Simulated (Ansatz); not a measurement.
# FH5N2OSi2: a dynamics run in two tries

Aim: a short trajectory for this system. SMILES of the start: N[SiH]1N[SiH](F)O1.

Program: Ansatz 0.2.0. Level of theory: RKS B3LYP-D4/STO-3G. These are calculated values, not measurements.

## (1) The structure to begin with

Bond lengths: N1–Si2 1.722 Å, Si2–N3 1.739 Å, N3–Si4 1.732 Å, Si4–F5 1.631 Å, Si2–O6 1.742 Å, Si4–O6 1.731 Å, N1–H7 1.038 Å, N1–H8 1.038 Å, Si2–H9 1.451 Å, N3–H10 1.032 Å, Si4–H11 1.456 Å. Angles (14 of 19 angles, heavy atoms first): N1–Si2–N3 115.5°, N1–Si2–O6 117.2°, N3–Si2–O6 86.6°, Si2–N3–Si4 93.2°, N3–Si4–F5 115.5°, N3–Si4–O6 87.1°, F5–Si4–O6 112.1°, Si2–O6–Si4 93.1°, N1–Si2–H9 104.3°, N3–Si2–H9 118.8°, O6–Si2–H9 114.5°, Si2–N1–H7 119.1°, Si2–N1–H8 119.8°, Si2–N3–H10 132.8°.

Coordinates:

```xyz
11

N     1.8708    0.8554   -0.3157
Si    0.1887    0.8575    0.0513
N    -0.3549   -0.4311    1.0841
Si   -1.4056   -1.0876   -0.1264
F    -0.9731   -2.5459   -0.7147
O    -0.8909    0.2087   -1.1520
H     2.3142    1.7297   -0.6558
H     2.2900    0.0456   -0.8114
H    -0.0926    2.2277    0.4372
H    -0.1140   -0.7043    2.0498
H    -2.8326   -1.1557    0.1535
```

## (2) First try

input.yaml reads:

```yaml
crystal:
  periodic: [false, false, false]
  atoms:
    - { symbol: "N", position_ang: [1.87084, 0.855401, -0.315652] }
    - { symbol: Si, position_ang: [0.188653, 0.857457, 0.051272] }
    - { symbol: "N", position_ang: [-0.354857, -0.4311, 1.084109] }
    - { symbol: Si, position_ang: [-1.405638, -1.087556, -0.126383] }
    - { symbol: F, position_ang: [-0.973083, -2.545925, -0.714672] }
    - { symbol: O, position_ang: [-0.890888, 0.208707, -1.152025] }
    - { symbol: H, position_ang: [2.314225, 1.729742, -0.655831] }
    - { symbol: H, position_ang: [2.289959, 0.045623, -0.811435] }
    - { symbol: H, position_ang: [-0.092598, 2.227686, 0.437242] }
    - { symbol: H, position_ang: [-0.114005, -0.704312, 2.049847] }
    - { symbol: H, position_ang: [-2.832597, -1.155722, 0.15352] }
basis:
  gaussian: { orbitals: STO-3G }
hamiltonian:
  xc: b3lyp
  dispersion: d4
md:
  timestep: 0.5
  n_steps: 25
  ensemble: nve
  temperature: 1000.0
  initial_velocities: maxwell_boltzmann
  seed: 429338
  friction: 0.01
scf:
  lower_state_search: "off"
```

Started as:

```sh
$ ansatz run input.yaml --threads 1 --pin off --max-ram 2048MiB --backend cpu --events-out ev --progress --plain --runs-dir out
```

What does the calculation give? Wanted: first try.

As calculated:

```
 quantity                                                                           value
first try                                                                         refused
    cause  friction belongs to the Langevin ensembles, and this run is at constant energy
```

**Reading.** The fault in the first input was caught at the input check and cost nothing.
